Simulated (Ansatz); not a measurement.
**GeHO (sextet): wave-function methods side by side, cc-pVTZ**

The task here is to estimate one member of a computed series from the others.

Computed with Ansatz 0.2.0, Gaussian basis. Level: cc-pVTZ, core rule «outside noble gas», up to 15 orbitals frozen.

To be run: UHF; CCSD(T) on ROHF; CCSD(T) on UHF; BCCD(T) on ROHF; CCSDT(Q) on ROHF; CCSDT(Q) on UHF; CASSCF and MRCISD+Q, 11 electrons in 9 orbitals; CASSCF and MRCISD+Q(relaxed), 11 electrons in 9 orbitals; CASSCF and NEVPT2, 11 electrons in 9 orbitals.

9 further runs of the same task are left out: 4 for a known fault of the program, 5 set aside as unsound or not needed.

## The system

The geometry is a PBE0/def2-TZVP stationary point (not a proven minimum) of the parent state, kept for this charge and spin. No spin-orbit coupling is included. The filled d shell of Ge may be among the frozen orbitals whatever the setting's name suggests; the logs give the count.

3 atoms, charge 0, spin multiplicity 6.

Atoms are counted from 1 here; the program's logs count them from 0.

Bond lengths: Ge1–O2 1.855 Å, Ge1–H3 1.563 Å. Angles: O2–Ge1–H3 114.5°.

Set-up of the first run:

in.yaml reads:

```yaml
crystal:
  periodic: [false, false, false]
  atoms:
    - {symbol: Ge, position_ang: [0.000000, -0.037540, 0.321995]}
    - {symbol: O, position_ang: [0.000000, 0.086176, -1.528961]}
    - {symbol: H, position_ang: [0.000000, 1.337542, 1.064259]}
basis:
  gaussian: {orbitals: cc-pVTZ}
magnetization: {spin_polarized: true, initial_magnetization: 5}
hamiltonian: {xc: hf}
output: {orbitals: {seedname: orbitals}}
```

Command:

```console
> ansatz run in.yaml --threads 1 --pin off --events-out ev --progress --plain --max-ram 4096MiB --backend cpu
```

Among the steps run: UHF; CCSD(T) on ROHF; CCSD(T) on UHF; BCCD(T) on ROHF; CCSDT(Q) on ROHF; CCSDT(Q) on UHF; CASSCF and MRCISD+Q, 11 electrons in 9 orbitals; CASSCF and MRCISD+Q(relaxed), 11 electrons in 9 orbitals; CASSCF and NEVPT2, 11 electrons in 9 orbitals.

One of the session's tables, all rows but one given; the rest of the session is left out.

It belongs to the step «Misses and costs». 

```
                   method  from RCCSDT(Q) (kcal/mol)
                     ROHF                    +164.75
                      UHF                    +158.75
                     RMP2                     +24.65
                     UMP2                     +24.78
                    RCCSD                          ?
                    UCCSD                      +4.86
                 RCCSD(T)                      +0.93
                 UCCSD(T)                      +0.44
                  BCCD(T)                      +0.89
                   RCCSDT                      +0.14
                   UCCSDT                      -0.36
                RCCSDT(Q)                          0
                UCCSDT(Q)                      -0.51
           CASSCF valence                    +152.64
           NEVPT2 valence                     +31.61
           MRCISD valence                     +12.62
         MRCISD+Q valence                      +2.63
MRCISD+Q(relaxed) valence                      +1.91
```

Estimate the missing values for RCCSD.

As computed: from RCCSDT(Q) (kcal/mol): +5.46. In the column «from RCCSDT(Q) (kcal/mol)» it lies between UCCSD (+4.86) and MRCISD valence (+12.62).

Limits of these values: Restricted and unrestricted rows rest on different reference determinants; where their highest levels disagree by more than a few hundredths of an eV, they describe different states and don't form one ladder.
